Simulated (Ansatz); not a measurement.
# CH8AlAsO: the cost of one run

Program: Ansatz 0.2.0. Level of theory: RKS PBE-D4/def2-SVP. These are calculated values, not measurements.

### Step 1. The system as given

Bond lengths: Al1–C3 2.004 Å, Al1–O4 1.647 Å, Al1–As6 2.801 Å, C3–H7 1.094 Å, C3–H8 1.094 Å, C3–H9 1.095 Å, O4–H10 0.947 Å, As6–H11 1.533 Å, As6–H12 1.508 Å. Angles: Al1–C3–H7 113.4°, Al1–C3–H8 111.4°, Al1–C3–H9 111.3°, H7–C3–H8 106.8°, H7–C3–H9 106.5°, H8–C3–H9 107.0°, C3–Al1–O4 124.3°, C3–Al1–As6 121.8°, O4–Al1–As6 112.0°, Al1–O4–H10 178.2°, Al1–As6–H11 132.4°, Al1–As6–H12 83.0°, H11–As6–H12 89.4°.

As a file:

```xyz
12

Al   -0.2545    0.4423    0.4224
H    -1.5874   -0.6528   -0.6033
C     0.8944    1.6594   -0.6801
O    -1.1444    0.9283    1.7203
H    -1.5676   -1.6295   -0.5750
As    0.0411   -2.3420    0.3381
H     0.3218    2.3702   -1.2837
H     1.5256    1.0939   -1.3713
H     1.5631    2.2544   -0.0498
H    -1.6355    1.1955    2.4843
H     1.2312   -3.2637    0.6257
H     0.6123   -2.0558   -1.0274
```

### Step 2. Pulling towards end A

Springs on the bonds that form and break draw the guess towards this end; the thresholds are loose.

File input.yaml:

```yaml
crystal:
  periodic: [false, false, false]
  atoms:
    - { symbol: Al, position_ang: [-0.2545, 0.4423, 0.4224] }
    - { symbol: H, position_ang: [-1.5874, -0.6528, -0.6033] }
    - { symbol: C, position_ang: [0.8944, 1.6594, -0.6801] }
    - { symbol: O, position_ang: [-1.1444, 0.9283, 1.7203] }
    - { symbol: H, position_ang: [-1.5676, -1.6295, -0.575] }
    - { symbol: As, position_ang: [0.0411, -2.342, 0.3381] }
    - { symbol: H, position_ang: [0.3218, 2.3702, -1.2837] }
    - { symbol: H, position_ang: [1.5256, 1.0939, -1.3713] }
    - { symbol: H, position_ang: [1.5631, 2.2544, -0.0498] }
    - { symbol: H, position_ang: [-1.6355, 1.1955, 2.4843] }
    - { symbol: H, position_ang: [1.2312, -3.2637, 0.6257] }
    - { symbol: H, position_ang: [0.6123, -2.0558, -1.0274] }
basis:
  gaussian: { orbitals: def2-SVP }
hamiltonian:
  xc: pbe
  dispersion: d4
relax:
  f_tol: 0.15
  max_steps: 25
  restrain:
    - { distance: [0, 5], at: 3.7, k: 30.0 }
    - { distance: [4, 1], at: 1.92, k: 30.0 }
    - { distance: [0, 1], at: 1.52, k: 30.0 }
    - { distance: [4, 5], at: 1.5, k: 30.0 }
output:
  orbitals: {}
```

Run with:

```
$ ansatz run input.yaml --threads 2 --pin off --max-ram 3072MiB --backend cpu --events-out ev --progress --plain --runs-dir out
```

Q: Estimate wall time and peak memory on 2 threads of Arm Neoverse V2, shared host.

About 49 s, with a peak of 0.16 GiB.
